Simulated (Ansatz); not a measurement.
This script makes vertical spin-state energies of CH₆AlClSSi, SMILES C[SiH](Cl)[S][AlH2] with Ansatz 0.2.0, Python API.

`run_spin.py`
```python
# -*- coding: utf-8 -*-
"""Vertical spin-state energies of CH6AlClSSi."""

import ansatz as az


def main():
    geometry = (
        az.Crystal.molecule()
        .atom("C", (-1.1008, 0.6274, -0.8891))
        .atom("Si", (0.6626, 0.7762, -0.4749))
        .atom("Cl", (1.3734, 2.6338, -1.1202))
        .atom("S", (1.0063, 0.6165, 1.6484))
        .atom("Al", (0.5015, -1.6289, 1.6431))
        .atom("H", (-1.279, 0.8206, -1.9959))
        .atom("H", (-1.5197, -0.3165, -0.5968))
        .atom("H", (-1.6634, 1.4873, -0.3704))
        .atom("H", (1.4074, -0.2708, -1.1264))
        .atom("H", (1.6909, -2.6641, 1.4697))
        .atom("H", (-1.0136, -2.1385, 1.8332))
    )

    setup = (
        geometry.calculation()
        .basis(gaussian="def2-SVPD")
        .functional("r2scan", dispersion="d3bj")
    )
    found = {}
    for unpaired in [0, 2]:
        r = setup.spin("collinear", total=unpaired).run().report
        s = unpaired / 2
        found[unpaired] = r["free_energy_ev"]
        print(f"2S+1 = {unpaired + 1}: E = {found[unpaired]:.5f} eV, <S^2> = {abs(r['mean_field']['state']['spin_squared']):.3f} (pure state {s * (s + 1):.2f})")
    lowest = min(found, key=found.get)
    for unpaired, e in found.items():
        print(f"multiplicity {unpaired + 1}: {23.060548 * (e - found[lowest]):.1f} kcal/mol above the lowest")


if __name__ == "__main__":
    main()
```

Which spin state is lowest at this geometry, and how far above lie the others?

In order: multiplicity 1 (+0.00 eV) and multiplicity 3 (+3.48 eV), all at the one geometry.

The run itself:

`python run_spin.py` gives:
```text
DeckWarning: the engine holds no damping parameters fitted to this dispersion correction and functional, so the run takes those fitted to r2scan beside the three-body term, which d3bj leaves out (hamiltonian.dispersion, under Limitations)
2S+1 = 1: E = -38954.64988 eV, <S^2> = 0.000 (pure state 0.00)
2S+1 = 3: E = -38951.16583 eV, <S^2> = 2.008 (pure state 2.00)
multiplicity 1: 0.0 kcal/mol above the lowest
multiplicity 3: 80.3 kcal/mol above the lowest
```
(Warnings from the package without file and line.)

Reading the output:
- Total energies depend on the basis set; only differences at equal settings carry meaning.
- The geometry is a force-field or estimated start, not a minimum of this method, and the basis set is short of its limit. All parts are taken at fixed geometry, without zero-point energy.
- A dispersion term here runs with damping parameters fitted for another variant or functional.
- Hardware and time: 52 s on 1 thread of Intel(R) Xeon(R) Processor @ 2.30GHz, with other jobs on the host, peak memory 0.54 GiB.
